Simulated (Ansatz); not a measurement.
# CH5GeNS, SMILES N=[C](S)[GeH3]: a geometry optimisation

With the Python package of Ansatz (0.2.0).

Run as a notebook:

```python
import ansatz as az
import numpy as np
```

```python
SETTINGS = {
    "basis_set": "def2-SVP",
    "functional": "r2scan",
}
```

```python
geometry_ang = [
    ("N", (0.4962, 0.401, -1.5863)),
    ("C", (0.1783, 0.4471, -0.3444)),
    ("S", (0.7939, 1.7406, 0.7088)),
    ("Ge", (-0.8421, -0.9264, 0.3977)),
    ("H", (1.037, 1.1725, -2.0378)),
    ("H", (1.9889, 1.013, 1.0029)),
    ("H", (-2.2807, -0.912, -0.2774)),
    ("H", (-0.2039, -2.2947, 0.1527)),
    ("H", (-1.0791, -0.6873, 1.9668)),
]
ch5gens = az.Crystal.molecule()
for symbol, xyz in geometry_ang:
    ch5gens = ch5gens.atom(symbol, xyz)
```

```python
calc = (
    ch5gens.calculation()
    .basis(gaussian=SETTINGS["basis_set"])
    .functional(SETTINGS["functional"])
)
symbols = [site.symbol for site in ch5gens.cartesian_sites]
start = np.array([site.position_ang for site in ch5gens.cartesian_sites], dtype=float)
def progress(event):
    if event["event"] == "relax_step":
        row = event["data"]
        print(f"step {row['step']:3d}  E = {row['lagrangian_ev']:.6f} eV  max force {row['allowed_force_max_ev_ang']:.4f} eV/A")


summary = calc.relax(force_tolerance=0.01, max_steps=100).session().plan().execute(on_event=progress).report
end = np.array(summary["positions_ang"])

for key in ("converged", "free_energy_ev", "reference_energy_ev", "n_frozen", "n_occupied", "n_virtual"):
    print(f"{key:22s} {summary[key]}")
```

    step   1  E = -69945.727806 eV  max force 2.7290 eV/A
    step   2  E = -69946.034388 eV  max force 2.0370 eV/A
    step   3  E = -69946.078873 eV  max force 1.5732 eV/A
    step   4  E = -69946.186325 eV  max force 0.5515 eV/A
    step   5  E = -69946.237414 eV  max force 0.3111 eV/A
    step   6  E = -69946.276020 eV  max force 0.9662 eV/A
    step   7  E = -69946.352190 eV  max force 0.4529 eV/A
    step   8  E = -69946.381458 eV  max force 0.2637 eV/A
    step   9  E = -69946.373534 eV  max force 0.8718 eV/A
    step  10  E = -69946.401347 eV  max force 0.0955 eV/A
    step  11  E = -69946.407453 eV  max force 0.2156 eV/A
    step  12  E = -69946.413319 eV  max force 0.2057 eV/A
    step  13  E = -69946.415613 eV  max force 0.0717 eV/A
    step  14  E = -69946.415514 eV  max force 0.0844 eV/A
    step  15  E = -69946.416298 eV  max force 0.0167 eV/A
    step  16  E = -69946.416363 eV  max force 0.0261 eV/A
    step  17  E = -69946.416424 eV  max force 0.0181 eV/A
    step  18  E = -69946.416482 eV  max force 0.0044 eV/A
    step  19  E = -69946.416655 eV  max force 0.0208 eV/A
    step  20  E = -69946.416720 eV  max force 0.0195 eV/A
    step  21  E = -69946.416786 eV  max force 0.0185 eV/A
    step  22  E = -69946.416833 eV  max force 0.0123 eV/A
    step  23  E = -69946.416857 eV  max force 0.0100 eV/A
    step  24  E = -69946.416860 eV  max force 0.0091 eV/A
    converged              True
    free_energy_ev         -69946.41686923847
    reference_energy_ev    -69946.41686923847
    n_frozen               0
    n_occupied             [33, 33]
    n_virtual              [70, 70]

```python
print("bond        before    after (A)")
for i, j in [(0, 1), (0, 4), (1, 2), (1, 3), (2, 5), (3, 6), (3, 7), (3, 8)]:
    d0, d1 = (np.linalg.norm(xyz[i] - xyz[j]) for xyz in (start, end))
    print(f"{symbols[i]}{i}-{symbols[j]}{j}".ljust(10), f"{d0:8.4f} {d1:8.4f}")
for i, j, k in [(1, 0, 4), (0, 1, 2), (0, 1, 3), (2, 1, 3), (1, 2, 5), (1, 3, 6), (1, 3, 7), (1, 3, 8)]:
    u, v = end[i] - end[j], end[k] - end[j]
    print(f"angle {symbols[i]}{i}-{symbols[j]}{j}-{symbols[k]}{k}: {np.degrees(np.arccos(np.clip(u @ v / np.linalg.norm(u) / np.linalg.norm(v), -1, 1))):.2f} deg")
with open("ch5gens_opt.xyz", "w") as handle:
    handle.write(f"{len(symbols)}\nrelaxed CH5GeNS\n")
    handle.writelines(f"{s:2s} {x:11.6f} {y:11.6f} {z:11.6f}\n" for s, (x, y, z) in zip(symbols, end))
```

    bond        before    after (A)
    N0-C1        1.2828   1.2716
    N0-H4        1.0448   1.0295
    C1-S2        1.7780   1.7990
    C1-Ge3       1.8651   1.9734
    S2-H5        1.4297   1.3509
    Ge3-H6       1.5892   1.5282
    Ge3-H7       1.5296   1.5342
    Ge3-H8       1.6048   1.5383
    angle C1-N0-H4: 113.10 deg
    angle N0-C1-S2: 123.86 deg
    angle N0-C1-Ge3: 117.29 deg
    angle S2-C1-Ge3: 118.75 deg
    angle C1-S2-H5: 97.35 deg
    angle C1-Ge3-H6: 108.72 deg
    angle C1-Ge3-H7: 108.07 deg
    angle C1-Ge3-H8: 109.20 deg

File `ch5gens_opt.xyz` afterwards:
```text
9
relaxed CH5GeNS
N     0.126660    0.610758   -1.757982
C     0.313589    0.458099   -0.509523
S     1.572171    1.335110    0.430191
Ge   -0.780838   -0.902800    0.409423
H     0.757985    1.306698   -2.178730
H     1.215745    0.889278    1.654594
H    -2.121515   -1.024360   -0.313943
H    -0.016717   -2.232686    0.371955
H    -0.978581   -0.486298    1.877015
```

Caveats:
- Total energies depend on the basis set; only differences at equal settings carry meaning.
- The end point is the stationary point reached from this start; no frequency run checks that it is a minimum, and the basis set is modest.
- The whole script took 2.8 min on 1 thread of Arm Neoverse V2 (shared host), peak memory 0.24 GiB.

(Lines on the test bed's own set-up are left out of the output.)
